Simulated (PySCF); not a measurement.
**One shape, several levels: SnH2Cl2 (SMILES [Cl][SnH2][Cl])**

Wanted: a comparison of 6 runs (HF/3-21G, wB97X/STO-3G, PBE0/def2-SVP, SVWN5/def2-SVP, TPSS/def2-SVP, MP2/def2-TZVP) of SnH2Cl2. 

Program for the calculation: PySCF 2.14.0.

## 1. Starting point

The species is SnH2Cl2 (5 atoms), meant as a singlet with charge 0. As SMILES, `[Cl][SnH2][Cl]`. The coordinates come from a PBE0-D4/def2-TZVP relaxation.

Bond lengths: Cl1–Sn2 2.316 Å, Sn2–Cl3 2.316 Å, Sn2–H4 1.695 Å, Sn2–H5 1.695 Å. Angles: Cl1–Sn2–Cl3 106.5°, Cl1–Sn2–H4 107.8°, Cl1–Sn2–H5 107.8°, Cl3–Sn2–H4 107.8°, Cl3–Sn2–H5 107.8°, H4–Sn2–H5 118.6°.

## 2. Energy and gradient at HF/3-21G (run 1)

File run.py:

```python
import pyscf.grad
from pyscf import gto

molecule = gto.M(
    atom='''
Cl    -1.795300    -0.326200     1.206500
Sn     0.192400    -0.102900     0.038600
Cl    -0.250400     1.295500    -1.753900
H      0.602200    -1.626300    -0.582100
H      1.301000     0.686300     1.049400
''',
    basis='3-21g',
    charge=0,
    verbose=4,
    max_memory=1860,
)

hf = molecule.RHF()
hf.conv_tol = 1e-10
hf.kernel()
if not hf.converged:
    hf = hf.newton().run(hf.mo_coeff, hf.mo_occ)

etot = hf.e_tot
print(f'total energy: {etot:.8f} hartree')
grad = hf.Gradients().kernel()
dip = hf.dip_moment()
pop, q = hf.mulliken_pop()
```

The run is started by

```
$ OMP_NUM_THREADS=1 python run.py
```

Log:

```text
PySCF version 2.14.0

[... 57 lines left out ...]
converged SCF energy = -6912.11735490291
total energy: -6912.11735490 hartree
[... 11 lines left out ...]
Dipole moment(X, Y, Z, Debye):  3.66651, -1.77253,  0.94237
[... 67 lines left out ...]
charge of    4H =     -0.18482
```

Run time: 2.9 s. Hardware: 1 thread of Intel Xeon Platinum 8488C (Sapphire Rapids), shared host; peak memory 0.13 GiB.

## 3. Energy and forces at wB97X/STO-3G (run 2)

File input.py:

```python
import pyscf.grad
from pyscf import gto, dft

mol = gto.Mole()
mol.atom = '''
Cl  -1.795300  -0.326200   1.206500
Sn   0.192400  -0.102900   0.038600
Cl  -0.250400   1.295500  -1.753900
H    0.602200  -1.626300  -0.582100
H    1.301000   0.686300   1.049400
'''
mol.max_memory = 1860
mol.verbose = 3
mol.basis = 'sto-3g'
mol.build()

myscf = dft.RKS(mol)
myscf.xc = 'wb97x'
myscf.conv_tol = 1e-10
myscf.grids.level = 5
myscf.kernel()
if not myscf.converged:
    myscf = myscf.newton().run(myscf.mo_coeff, myscf.mo_occ)

energy = myscf.e_tot
print('E(%s) = %.9f' % ('WB97X', energy))
grad = myscf.Gradients().kernel()
dip = myscf.dip_moment()
pop, q = myscf.mulliken_pop()
```

The run is started by

```
$ OMP_NUM_THREADS=1 python input.py
```

Log:

```text
converged SCF energy = -6877.21156242653
[... 9 lines left out ...]
Dipole moment(X, Y, Z, Debye):  3.27691, -1.58432,  0.84219
[... 53 lines left out ...]
charge of    4H =     -0.10760
```

It took 13 s on 1 thread of Intel Xeon Platinum 8488C (Sapphire Rapids), shared host; peak memory 0.49 GiB.

Runs 3 to 5 aren't shown in full; the table further down has their settings and results.

## 4. Energy and forces at MP2/def2-TZVP (core potential) (run 6)

File input.xyz:

```xyz
5
Cl2H2Sn
Cl    -1.795300    -0.326200     1.206500
Sn     0.192400    -0.102900     0.038600
Cl    -0.250400     1.295500    -1.753900
H      0.602200    -1.626300    -0.582100
H      1.301000     0.686300     1.049400
```

File calc.py:

```python
import pyscf.grad
from pyscf import gto, scf, mp

mol = gto.M(
    atom='input.xyz',
    max_memory=1860,
    ecp={'Sn': 'def2-svp'},
    verbose=4,
    charge=0,
    basis='def2-tzvp',
)

mf = scf.RHF(mol)
mf.conv_tol = 1e-10
mf.kernel()
if not mf.converged:
    mf = mf.newton().run(mf.mo_coeff, mf.mo_occ)

pt = mp.MP2(mf, frozen=14).run()
e_tot = pt.e_tot
print('Final energy', e_tot)
grad = pt.Gradients().kernel()
dip = mf.dip_moment()
pop, q = mf.mulliken_pop()
```

The run is started by

```
$ OMP_NUM_THREADS=1 python calc.py
```

Log:

```text
PySCF version 2.14.0

[... 61 lines left out ...]
converged SCF energy = -1133.62586081967
[... 8 lines left out ...]
Final energy -1134.3116371633218
[... 8 lines left out ...]
Dipole moment(X, Y, Z, Debye):  2.50124, -1.20912,  0.64284
[... 142 lines left out ...]
charge of    4H =     -0.03416
```

Run time: 52 s. Hardware: 1 thread of Intel Xeon Platinum 8488C (Sapphire Rapids), shared host; peak memory 1.9 GiB.

## 5. Overview of the runs

```tsv
run	level	integration grid	core potential	energy (Eh)	dipole moment (D) of the reference	HOMO energy (eV)	LUMO energy (eV)	wall time
1	HF/3-21G	–	–	-6912.117355	4.18	-12.39	1.86	2.9 s
2	wB97X/STO-3G	5	–	-6877.211562	3.74	-9.20	5.10	13 s
3	PBE0/def2-SVP (core potential)	5	def2-svp	-1135.377955	2.65	-8.77	-1.12	14 s
4	SVWN5/def2-SVP (core potential)	5	def2-svp	-1132.352709	2.42	-7.40	-2.25	8.4 s
5	TPSS/def2-SVP (core potential)	5	def2-svp	-1135.636183	2.49	-7.58	-1.98	20 s
6	MP2/def2-TZVP (core potential)	–	def2-svp	-1134.311637	2.85	-12.13	2.02	52 s
```

## 6. Summary of results

```
                                           quantity           value
                                run 6: total energy  -1134.31164 Eh
        run 6: dipole moment (Hartree–Fock density)          2.85 D
         run 6: HOMO energy (Hartree–Fock orbitals)       -12.13 eV
         run 6: LUMO energy (Hartree–Fock orbitals)         2.02 eV
       run 6: HOMO–LUMO gap (Hartree–Fock orbitals)        14.15 eV
run 6: correlation energy (14 core orbitals frozen)      -685.8 mEh
                    run 6: largest force on an atom      0.282 eV/Å
```

What this shows: Over runs 1, 2, 3, 4, 5 the dipole moment (its size) runs from 2.42 D (SVWN5/def2-SVP) to 4.18 D (HF/3-21G). The two ends differ in method and basis and core potential. Over runs 1, 2, 3, 4, 5 the HOMO–LUMO gap runs from 5.15 eV (SVWN5/def2-SVP) to 14.30 eV (wB97X/STO-3G). Totals of different functionals can't be ranked against each other. Some runs of one species differ in core potentials or relativity; totals across that change don't compare. In run 2 the basis is minimal, so the values are rough. In runs 1, 2 relativity is left out where basis or elements ask for it. All runs together took 1.8 min, the longest 52 s.
